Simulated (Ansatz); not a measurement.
I need a single point from an input written key by key of C3H5I, SMILES CC=CI. Use Ansatz's Python interface. Settings: B3LYP, def2-SVP basis, multiplicity 1.

```xyz
9

C     0.0268    1.1811   -0.0221
C    -0.4494   -0.2069    0.0461
C     0.3730   -1.2350   -0.0283
I    -0.1295   -3.1726    0.0954
H    -0.3195    1.7482    0.8580
H    -0.5042    1.7256   -0.8900
H     1.0886    1.3335   -0.1447
H    -1.4745   -0.3623    0.1553
H     1.4772   -1.0580   -0.0869
```

The script, `run_deck.py`:
```python
import ansatz as az

deck = {
    "crystal": {
        "periodic": [False, False, False],
        "atoms": [
            {"symbol": "C", "position_ang": [0.0268, 1.1811, -0.0221]},
            {"symbol": "C", "position_ang": [-0.4494, -0.2069, 0.0461]},
            {"symbol": "C", "position_ang": [0.373, -1.235, -0.0283]},
            {"symbol": "I", "position_ang": [-0.1295, -3.1726, 0.0954]},
            {"symbol": "H", "position_ang": [-0.3195, 1.7482, 0.858]},
            {"symbol": "H", "position_ang": [-0.5042, 1.7256, -0.89]},
            {"symbol": "H", "position_ang": [1.0886, 1.3335, -0.1447]},
            {"symbol": "H", "position_ang": [-1.4745, -0.3623, 0.1553]},
            {"symbol": "H", "position_ang": [1.4772, -1.058, -0.0869]},
        ],
    },
    "basis": {"gaussian": {"orbitals": "def2-SVP"}},
    "hamiltonian": {"xc": "b3lyp"},
}
session = az.Session.from_dict(deck)
rep = session.plan(threads=1).execute().report

print(f"E = {rep['free_energy_ev']:.6f} eV = {rep['free_energy_ev'] / 27.211386246:.7f} Ha")
print("converged:", rep["converged"], " doubts:", rep["published_state_doubts"] or "none")
symbols = ["C", "C", "C", "I", "H", "H", "H", "H", "H"]
field = rep["mean_field"]
print("<S^2> =", round(abs(field["state"]["spin_squared"]), 4), " all-electron relativity setting:", field["relativity"])
print("passes:", field["passes"])
if "symmetry" in field:
    print("occupied orbitals by irrep:", field["symmetry"]["occupied"])
```

```console
$ python run_deck.py
E = -11292.804091 eV = -415.0028958 Ha
converged: True  doubts: none
<S^2> = 0.0  all-electron relativity setting: none
passes: {'evaluations': 15, 'products': 13}
occupied orbitals by irrep: [{'A': 24}, {'A': 24}]
```

Reading the output:
- Total energies depend on the basis set; only differences at equal settings carry meaning.
- The geometry is a force-field or estimated start, not a minimum of this method, and the basis set is short of its limit.
- def2 sets replace the cores of elements past krypton by effective core potentials.
- b3lyp holds the VWN-RPA fit, as in Gaussian; the form of ORCA and Turbomole is b3lyp5.
- It ran for 3.4 s on 1 thread of Arm Neoverse V1, on a shared host, peak memory 0.23 GiB.
